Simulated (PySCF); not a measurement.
# Er³³⁺: fine-structure interval with spin-orbit coupling

Each state of erbium is computed at each level; their differences give the fine-structure interval. How far do the methods differ?

Program: PySCF 2.14.0. Level of theory: two-component X2C-1e, generalised determinants. These are calculated values, not measurements, unless marked.

## 1. What is computed

```
Element                                   : erbium (Z = 68)
Basis                                     : an uncontracted even-tempered set (17 s from 3.3 bohr⁻², ratio 2.8; 14 p from 4.3 bohr⁻², ratio 2.8; 8 d from 7.6 bohr⁻², ratio 2.8; 4 f from 22 bohr⁻², ratio 3)
Hamiltonian                               : two-component X2C-1e, Gaussian nucleus, no Breit or QED terms; spin-orbit coupling, run by run: screened by Boettger's factors; bare
Core shells frozen in the correlated runs : [Ne] (for Er³³⁺)
State 1                                   : Er³³⁺ 4p J=1/2: [Ar] 3d10 4s2 4p5; 4p1/2 filled at m_j = +1/2; 4p3/2 filled at m_j = -3/2, -1/2, +1/2, +3/2
Needed too, but not shown                 : Er³³⁺ [Ar] 3d10 4s2 4p5 (2P)
Methods                                   : GHF, GMP2
```

The outer shells:

Er33+ [Ar] 3d10 4s2 4p5
```
[Ar] core
3d [↑↓][↑↓][↑↓][↑↓][↑↓]
4s [↑↓]
4p [↑↓][↑↓][↑ ]
```

All steps ran in one process of a driver on top of PySCF, which takes the settings above as its task.

The integrals over 127 functions and the set-up took 0.96 s of CPU time.

## 2. Er³³⁺ 4p J=1/2: the ladder of methods

Level: GHF (screened spin-orbit).

Standard output:

```text
cycle= 1 E= -12486.6497826687  delta_E= -1.25e+04  |FDS-SDF|= 0.243
cycle= 2 E= -12486.6631933612  delta_E= -0.0134  |FDS-SDF|= 0.00663
cycle= 3 E= -12486.6636143090  delta_E= -0.000421  |FDS-SDF|= 0.00192
cycle= 4 E= -12486.6656676039  delta_E= -0.00205  |FDS-SDF|= 0.00666
cycle= 5 E= -12486.6634537629  delta_E= 0.00221  |FDS-SDF|= 9.42e-05
cycle= 6 E= -12486.6634536351  delta_E= 1.28e-07  |FDS-SDF|= 1.32e-05
cycle= 7 E= -12486.6634536283  delta_E= 6.81e-09  |FDS-SDF|= 1.2e-06
```

It used 8 s of CPU time after the integrals (shared host).

Occupied spinors:

```tsv
spinor shell	electrons	mean energy (eV)	weight of the nominal j	rms radius (bohr)
1s1/2	2	-59092.0	1.000	0.0231
2s1/2	2	-11153.3	1.000	0.0935
2p1/2	2	-10669.1	1.000	0.0798
2p3/2	4	-9747.5	1.000	0.0865
3s1/2	2	-3531.1	1.000	0.237
3p1/2	2	-3318.8	1.000	0.229
3p3/2	4	-3117.3	1.000	0.242
3d3/2	4	-2764.9	1.000	0.214
3d5/2	6	-2721.3	1.000	0.218
4s1/2	2	-1566.0	1.000	0.502
4p1/2	1	-1479.1	1.000	0.502
4p3/2	4	-1414.4	1.000	0.526
```

M_J = 1/2, ⟨J²⟩ = 0.752, ⟨L²⟩ = 2.048, ⟨S²⟩ = 0.795.

Level: GMP2 (screened spin-orbit).

The driver printed no log here.

It used 3.6 s of CPU time after the integrals (shared host).

With 25 electrons correlated and 80 very high virtual spinors dropped, the MP2 correlation energy is -1.03645 hartree. Largest pairs: 3d3/2-3d5/2 -0.1817, 3d5/2-3d5/2 -0.1280, 4p3/2-4p3/2 -0.1006, 3d5/2-4p3/2 -0.0669, 3d3/2-3d3/2 -0.0558.

Level: GHF (bare spin-orbit).

Standard output:

```text
cycle= 1 E= -12487.3567576171  delta_E= -1.25e+04  |FDS-SDF|= 0.252
cycle= 2 E= -12487.3706845621  delta_E= -0.0139  |FDS-SDF|= 0.0068
cycle= 3 E= -12487.3710602703  delta_E= -0.000376  |FDS-SDF|= 0.00167
cycle= 4 E= -12487.3722600094  delta_E= -0.0012  |FDS-SDF|= 0.00521
cycle= 5 E= -12487.3709507324  delta_E= 0.00131  |FDS-SDF|= 8.19e-05
cycle= 6 E= -12487.3709505987  delta_E= 1.34e-07  |FDS-SDF|= 8.56e-06
cycle= 7 E= -12487.3709505966  delta_E= 2.06e-09  |FDS-SDF|= 7.94e-07
```

It used 8.1 s of CPU time after the integrals (shared host).

The outer occupied spinors:

```tsv
spinor shell	electrons	mean energy (eV)	weight of the nominal j	rms radius (bohr)
3s1/2	2	-3531.0	1.000	0.237
3p1/2	2	-3323.7	1.000	0.228
3p3/2	4	-3115.5	1.000	0.242
3d3/2	4	-2769.6	1.000	0.214
3d5/2	6	-2718.4	1.000	0.218
4s1/2	2	-1566.0	1.000	0.502
4p1/2	1	-1480.6	1.000	0.502
4p3/2	4	-1413.9	1.000	0.526
```

M_J = 1/2, ⟨J²⟩ = 0.752, ⟨L²⟩ = 2.052, ⟨S²⟩ = 0.799.

## 3. The energy differences

Fine-structure interval: Er³³⁺ [Ar] 3d10 4s2 4p5 [4p1/2^2 4p3/2^3, M_J = 3/2] → Er³³⁺ [Ar] 3d10 4s2 4p5 [4p1/2^1 4p3/2^4, M_J = 1/2].

```tsv
method	value (eV)
GHF (screened spin-orbit)	60.279
GMP2 (screened spin-orbit)	60.302
GHF (bare spin-orbit)	62.273
```

The differences also use runs on Er³³⁺ [Ar] 3d10 4s2 4p5 (2P), which are not shown here.

## 4. Outcome

| quantity | value |
| --- | --- |
| fine-structure interval, Er³³⁺ → 4p J=1/2 | GHF (screened spin-orbit) 60.279, GMP2 (screened spin-orbit) 60.302 eV |

**Reading.** The methods span 1.994 eV, from GHF (screened spin-orbit) (60.279) to GHF (bare spin-orbit) (62.273). No reference value is at hand in this session. All values hold for this basis alone; no basis-set limit was taken.
